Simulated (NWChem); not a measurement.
**Si2H5ClO (SMILES O[SiH2][SiH2]Cl) at 4 levels**

Aim: a comparison of 4 runs (HF/STO-3G, HF/3-21G, B3LYP/6-31G*) of Si2H5ClO. 

Program for the calculation: NWChem 7.3.0.

1 further run of the same task is left out (set aside as unsound or not needed).

## Step 1: The molecule

Si2H5ClO has 9 atoms, charge 0, and is taken as a singlet. SMILES: `O[SiH2][SiH2]Cl`. Geometry: relaxed at PBE0-D4/def2-TZVP. This is one conformer, not always the lowest.

Bond lengths: O1–Si2 1.649 Å, Si2–Si3 2.349 Å, Si3–Cl4 2.078 Å, O1–H5 0.960 Å, Si2–H6 1.483 Å, Si2–H7 1.490 Å, Si3–H8 1.485 Å, Si3–H9 1.485 Å. Some angles: O1–Si2–Si3 108.5°, Si2–Si3–Cl4 104.0°, O1–Si2–H6 106.8°, O1–Si2–H7 112.2°, Si3–Si2–H6 112.3°, Si3–Si2–H7 108.1°, Si2–O1–H5 116.5°, Si2–Si3–H8 114.2°, Si2–Si3–H9 114.4°, Cl4–Si3–H8 107.0°.

## Step 2: Energy and gradient at HF/STO-3G (run 1)

clh5osi2.nw

```
start clh5osi2
memory total 2200 mb
geometry noautosym nocenter noautoz
  O     -1.940600     0.469000    -0.094400
  Si    -0.430800     0.947000     0.365300
  Si     1.118900    -0.645500    -0.395400
  Cl     0.206900    -2.468800     0.006900
  H     -2.152000    -0.459100     0.028600
  H     -0.204500     2.284700    -0.234700
  H     -0.300400     1.050600     1.846400
  H      1.369800    -0.599200    -1.858100
  H      2.421200    -0.625100     0.318400
end
basis spherical bse
  * library STO-3G
end
scf
  thresh 1e-08
  maxiter 80
end
task scf gradient
```

Launch:

```console
$ nwchem clh5osi2.nw > clh5osi2.out
```

Output:

```text
[...]
  functions       =    37
[...]
  wavefunction    = RHF
[...]
         Total SCF energy =  -1102.610013195981
      One-electron energy =  -2078.928714689497
      Two-electron energy =    702.412321033376
 Nuclear repulsion energy =    273.906380460139
        Time for solution =      3.6s
[...]
                         RHF ENERGY GRADIENTS
    atom               coordinates                        gradient
                 x          y          z           x          y          z
   1 O      -3.667202   0.886281  -0.178390    0.021708  -0.032236   0.013786
   2 Si     -0.814094   1.789571   0.690317   -0.041189  -0.006217  -0.015638
   3 Si      2.114414  -1.219818  -0.747198   -0.018572  -0.036110   0.007628
   4 Cl      0.390984  -4.665356   0.013039    0.002916   0.012995  -0.001261
   5 H      -4.066690  -0.867573   0.054046   -0.004587   0.026664  -0.008974
   6 H      -0.386449   4.317457  -0.443519    0.004655   0.028610  -0.012329
   7 H      -0.567674   1.985346   3.489190    0.003434   0.001579   0.032082
   8 H       2.588547  -1.132324  -3.511300    0.004627   0.002448  -0.030400
   9 H       4.575405  -1.181268   0.601689    0.027007   0.002267   0.015106
[...]
```

Run time: 5.4 s. Hardware: 1 thread of Intel Xeon Platinum 8259CL at 2.50GHz (Skylake/Cascade Lake), shared host; peak memory 0.1 GiB.

## Step 3: Energy and forces at HF/3-21G (run 2)

clh5osi2.xyz

```xyz
9
ClH5OSi2
O     -1.940600     0.469000    -0.094400
Si    -0.430800     0.947000     0.365300
Si     1.118900    -0.645500    -0.395400
Cl     0.206900    -2.468800     0.006900
H     -2.152000    -0.459100     0.028600
H     -0.204500     2.284700    -0.234700
H     -0.300400     1.050600     1.846400
H      1.369800    -0.599200    -1.858100
H      2.421200    -0.625100     0.318400
```

clh5osi2.nw

```
start clh5osi2
title "ClH5OSi2"
memory stack 880 mb heap 220 mb global 1100 mb
geometry units angstrom noautosym nocenter noautoz
load format xyz clh5osi2.xyz
end
basis spherical bse
O library 3-21G
Si library 3-21G
Cl library 3-21G
H library 3-21G
end
scf
thresh 1e-08
maxiter 80
noprint "final vectors analysis"
end
task scf gradient
```

Launch:

```console
$ nwchem clh5osi2.nw > clh5osi2.out
```

Output:

```text
[...]
  functions       =    58
[...]
  wavefunction    = RHF
[...]
         Total SCF energy =  -1109.495662616449
      One-electron energy =  -2082.639194610726
      Two-electron energy =    699.237151534138
 Nuclear repulsion energy =    273.906380460140
        Time for solution =      4.0s
[...]
                         RHF ENERGY GRADIENTS
    atom               coordinates                        gradient
                 x          y          z           x          y          z
   1 O      -3.667202   0.886281  -0.178390    0.015156   0.012409   0.004423
   2 Si     -0.814094   1.789571   0.690317   -0.018319  -0.025885  -0.011568
   3 Si      2.114414  -1.219818  -0.747198   -0.027153  -0.035800   0.011903
   4 Cl      0.390984  -4.665356   0.013039    0.019637   0.040570  -0.008645
   5 H      -4.066690  -0.867573   0.054046    0.012915   0.005263   0.003337
   6 H      -0.386449   4.317457  -0.443519   -0.003038   0.002992  -0.000201
   7 H      -0.567674   1.985346   3.489190   -0.002472   0.001293   0.002195
   8 H       2.588547  -1.132324  -3.511300    0.000823  -0.000265  -0.001794
   9 H       4.575405  -1.181268   0.601689    0.002450  -0.000578   0.000350
[...]
```

It took 6.3 s on 1 thread of Intel Xeon Platinum 8259CL at 2.50GHz (Skylake/Cascade Lake), shared host; peak memory 0.099 GiB.

## Step 4: Energy and gradient at B3LYP/6-31G(d) (Cartesian functions) (run 3)

mol.nw

```
start mol
title "ClH5OSi2"
memory stack 880 mb heap 220 mb global 1100 mb

geometry noautosym nocenter noautoz
O     -1.940600     0.469000    -0.094400
Si    -0.430800     0.947000     0.365300
Si     1.118900    -0.645500    -0.395400
Cl     0.206900    -2.468800     0.006900
H     -2.152000    -0.459100     0.028600
H     -0.204500     2.284700    -0.234700
H     -0.300400     1.050600     1.846400
H      1.369800    -0.599200    -1.858100
H      2.421200    -0.625100     0.318400
end

basis "ao basis"
O library 6-31G*
Si library 6-31G*
Cl library 6-31G*
H library 6-31G*
end

dft
xc b3lyp
grid xfine
convergence energy 1e-08
iterations 100
mulliken
print low
end

task dft gradient
```

Launch:

```console
$ nwchem mol.nw > mol.out
```

Output:

```text
[...]
 d= 0,ls=0.0,diis     1  -1117.4085518347 -1.39D+03  1.81D-02  8.26D-01     6.5
[...]
 d= 0,ls=0.0,diis     8  -1117.4876964247 -5.13D-09  9.01D-06  5.34D-07    42.4
         Total DFT energy =    -1117.487696424731
      One electron energy =    -2090.381250400119
           Coulomb energy =      779.653676074304
    Exchange-Corr. energy =      -80.666502559055
 Nuclear repulsion energy =      273.906380460139
[...]
      Total Density - Mulliken Population Analysis
     ---------------------------------------------
    Atom       Charge   Shell Charges
 -----------   ------   -------------------------------------------------------
    1 O    8     8.69   1.99  0.90  2.95  0.92  1.89  0.04
    2 Si  14    13.46   2.00  1.99  5.96  1.02  1.81  0.21  0.28  0.19
    3 Si  14    13.74   2.00  1.99  5.96  1.07  1.93  0.27  0.36  0.16
    4 Cl  17    17.29   2.00  1.99  5.97  1.45  3.64  0.57  1.69 -0.03
    5 H    1     0.57   0.47  0.11
    6 H    1     1.07   0.51  0.56
    7 H    1     1.09   0.51  0.58
    8 H    1     1.04   0.51  0.53
    9 H    1     1.05   0.51  0.54
[...]
                         DFT ENERGY GRADIENTS
    atom               coordinates                        gradient
                 x          y          z           x          y          z
   1 O      -3.667202   0.886281  -0.178390    0.008779  -0.005109   0.005037
   2 Si     -0.814094   1.789571   0.690317   -0.007994  -0.003799  -0.003522
   3 Si      2.114414  -1.219818  -0.747198   -0.003798  -0.007543   0.001278
   4 Cl      0.390984  -4.665356   0.013039    0.003638   0.009292  -0.001554
   5 H      -4.066690  -0.867573   0.054046    0.002188   0.008025  -0.001198
   6 H      -0.386449   4.317457  -0.443519   -0.000342  -0.000406   0.000088
   7 H      -0.567674   1.985346   3.489190   -0.001041  -0.000476  -0.000791
   8 H       2.588547  -1.132324  -3.511300   -0.000534   0.000015   0.000520
   9 H       4.575405  -1.181268   0.601689   -0.000895   0.000002   0.000143
 Task  times  cpu:       54.9s     wall:       54.9s
[...]
```

It took 56 s on 1 thread of Intel Xeon Platinum 8259CL at 2.50GHz (Skylake/Cascade Lake), shared host; peak memory 0.15 GiB.

## Step 5: Energy and forces at B3LYP/6-31G(d) (spherical functions) (run 4)

test.nw

```
start test
memory stack 880 mb heap 220 mb global 1100 mb

geometry noautosym nocenter noautoz
   O     -1.940600     0.469000    -0.094400
   Si    -0.430800     0.947000     0.365300
   Si     1.118900    -0.645500    -0.395400
   Cl     0.206900    -2.468800     0.006900
   H     -2.152000    -0.459100     0.028600
   H     -0.204500     2.284700    -0.234700
   H     -0.300400     1.050600     1.846400
   H      1.369800    -0.599200    -1.858100
   H      2.421200    -0.625100     0.318400
end

basis spherical bse
   * library 6-31G*
end

dft
   xc b3lyp
   grid xfine
   convergence energy 1e-08
   iterations 100
   mulliken
   noprint "final vectors analysis"
end

task dft gradient
```

Launch:

```console
$ nwchem test.nw > test.out
```

Output:

```text
[...]
          Wavefunction type:  closed shell.
          No. of atoms     :     9
          No. of electrons :    58
[...]
          Charge           :     0
          Spin multiplicity:     1
[...]
          AO basis - number of functions:    78
[...]
              XC Information
              --------------
                         B3LYP Method XC Potential
                     Hartree-Fock (Exact) Exchange  0.200
                        Slater Exchange Functional  0.800 local
                    Becke 1988 Exchange Functional  0.720 non-local
              Lee-Yang-Parr Correlation Functional  0.810
                  VWN I RPA Correlation Functional  0.190 local
[...]
 d= 0,ls=0.0,diis     1  -1117.4031827539 -1.39D+03  1.74D-02  6.34D-01     6.8
[...]
 d= 0,ls=0.0,diis     8  -1117.4796365256 -7.84D-09  7.36D-06  3.03D-07    41.4
         Total DFT energy =    -1117.479636525631
      One electron energy =    -2090.551462984200
           Coulomb energy =      779.884734143279
    Exchange-Corr. energy =      -80.719288144850
 Nuclear repulsion energy =      273.906380460139
[...]
  wavefunction    = closed shell
                         DFT ENERGY GRADIENTS
    atom               coordinates                        gradient
                 x          y          z           x          y          z
   1 O      -3.667202   0.886281  -0.178390    0.009053  -0.004986   0.005099
   2 Si     -0.814094   1.789571   0.690317   -0.008480  -0.004035  -0.003695
   3 Si      2.114414  -1.219818  -0.747198   -0.003711  -0.007457   0.001239
   4 Cl      0.390984  -4.665356   0.013039    0.003596   0.009149  -0.001514
   5 H      -4.066690  -0.867573   0.054046    0.002351   0.008164  -0.001102
   6 H      -0.386449   4.317457  -0.443519   -0.000318  -0.000391   0.000118
   7 H      -0.567674   1.985346   3.489190   -0.001054  -0.000495  -0.000813
   8 H       2.588547  -1.132324  -3.511300   -0.000519   0.000041   0.000545
   9 H       4.575405  -1.181268   0.601689   -0.000919   0.000011   0.000123
[...]
```

It took 57 s on 1 thread of Intel Xeon Platinum 8259CL at 2.50GHz (Skylake/Cascade Lake), shared host; peak memory 0.14 GiB.

## Step 6: The series

```tsv
run	level	Cartesian functions	iteration cap	energy (Eh)	dipole moment (D)	largest force (eV/Å)	wall time
1	HF/STO-3G	no	80	-1102.610013	2.75	2.288	5.4 s
2	HF/3-21G	no	80	-1109.495663	2.27	2.390	6.3 s
3	B3LYP/6-31G* (Cartesian functions)	yes	100	-1117.487696	–	0.583	56 s
4	B3LYP/6-31G* (spherical functions)	no	100	-1117.479637	1.07	0.593	57 s
```

## Step 7: Outcome

```
                       quantity           value
            run 4: total energy  -1117.47964 Eh
           run 4: dipole moment          1.07 D
run 4: largest force on an atom      0.593 eV/Å
```

**Reading.** Over runs 1, 2, 4 the dipole moment (its size) runs from 1.07 D (B3LYP/6-31G*) to 2.75 D (HF/STO-3G). The two ends differ in method and basis. In run 1 the basis is minimal, so the values are rough. All runs together took 2.1 min, the longest 57 s.
